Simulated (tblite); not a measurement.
# C3H5Cl3OSi: the cost of one run

Computed with tblite 0.8.0 and PySCF 2.14.0, with density-fitted response routines of our own, on a single molecule, in the gas phase or a continuum. Atoms are numbered from 0 throughout.

### 1 The molecule as given

13 atoms, charge 0, multiplicity 1; geometry from: force field or distance geometry start.

Bonds of the start (Å): C0–C1 1.33, C1–O2 1.39, O2–Si3 1.71, C1–C4 1.50, C4–Cl5 1.79, C4–Cl6 1.78, C4–Cl7 1.76, C0–H8 1.08, C0–H9 1.06, Si3–H10 1.46, Si3–H11 1.45, Si3–H12 1.49.

### 2 Geometry optimisation with GFN2-xTB

What the job is given:

```
{"job": {"kind": "relax", "xc": "GFN2-xTB", "basis": "xTB"}, "charge": 0, "multiplicity": 1}
C     -0.968000    -0.999700    -1.088400
C     -0.568900    -0.356100     0.006500
O      0.663500    -0.668900     0.555700
Si     2.177100     0.007300     0.155000
C     -1.439700     0.674600     0.659300
Cl    -2.949900     0.827900    -0.293600
Cl    -0.570100     2.218700     0.474100
Cl    -1.842800     0.270100     2.319600
H     -1.936100    -0.764100    -1.517300
H     -0.387000    -1.747900    -1.571800
H      2.053000     1.457000     0.132700
H      2.644800    -0.558200    -1.097200
H      3.119800    -0.360300     1.247700
```

Run with:

```console
$ OMP_NUM_THREADS=1 python probes_run.py task.json out
```

One launch serves the whole session: the jobs run in the order shown.

**Question.** How long does this first job take on 1 thread of Intel Xeon at 2.50GHz, shared host, and how much memory does it need?

About 6.3 s, with a peak of 0.18 GiB.
